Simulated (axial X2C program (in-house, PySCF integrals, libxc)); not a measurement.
# MoNa⁺: properties at the nuclei

Aim: properties at the nuclei of MoNa⁺, with spin–orbit coupling in the Hamiltonian from the start.

Program: an in-house X2C program for linear molecules on PySCF integrals. Level of theory: two-component X2C with atomic mean-field terms, Mo dyall-cv3z, Na dyall-cv3z. These are calculated values, not measurements.

## (1) Input

Contents of task.json:

```json
{"zs": [42, 11], "q": 1, "bas": ["dyall-cv3z", "dyall-cv3z"], "r0": 2.93, "levels": ["PBE0", "HF", "TPSSh", "PBE", "B3LYP"], "nst": 3}
```

Keys: zs atomic numbers; q charge; bas basis sets; r0 starting distance in Å; levels methods (HF also brings MP2); nst determinants followed.

Started as:

```bash
$ python soeom.py task.json out
```

Further steps of the session: Expectation values, lowest determinant; Expectation values, a higher determinant; Expectation values, a higher determinant.

What does the calculation give? Wanted: lowest determinant; Eeff magnitude; Ws magnitude Mo; A∥/gI Mo; qzz Mo; higher determinant (for each run or level that gives them).

**Answer**, as computed:

| quantity | value |
| --- | --- |
| lowest determinant | Ω = 3 (excess of +ω over −ω: ω = 1/2, ω = 5/2) |
| Eeff magnitude (GV/cm), PBE0 | 2.4 |
| Ws magnitude Mo (kHz), PBE0 | 0.412 |
| A∥/gI Mo (MHz), PBE0 | 533 |
| qzz Mo (a.u.), PBE0 | 0.09 |
| higher determinant | Ω = 2 (excess of +ω over −ω: ω = -1/2, ω = 5/2) |
| Eeff magnitude (GV/cm), PBE0, higher determinant | 2.07 |
| Ws magnitude Mo (kHz), PBE0, higher determinant | 0.533 |
| A∥/gI Mo (MHz), PBE0, higher determinant | -1060 |
| qzz Mo (a.u.), PBE0, higher determinant | -0.31 |
| higher determinant | Ω = 1 (excess of +ω over −ω: ω = -3/2, ω = 5/2) |
| Eeff magnitude (GV/cm), PBE0, higher determinant | 0.498 |
| Ws magnitude Mo (kHz), PBE0, higher determinant | 0.304 |
| A∥/gI Mo (MHz), PBE0, higher determinant | 742 |
| qzz Mo (a.u.), PBE0, higher determinant | 0.45 |

What this shows: In the first state, the effective field runs from 1.96 to 3.29 GV/cm over the mean-field levels. The expectation values come from single determinants, which for open shells can mix terms of unlike spin or miss the lowest Ω, so a determinant need not be a state. Eeff is the effective electric field on the electron dipole moment in this Ω state and Ws the scalar–pseudoscalar constant (defined with the proton number Z and per Ω); A∥ is the parallel hyperfine constant, which follows by multiplying with the nuclear g factor gI = μI/(I μN); qzz is the electric field gradient, eQq0 = 234.96 MHz × Q/barn × qzz. The operators were transformed with the bare-nucleus X2C matrices.
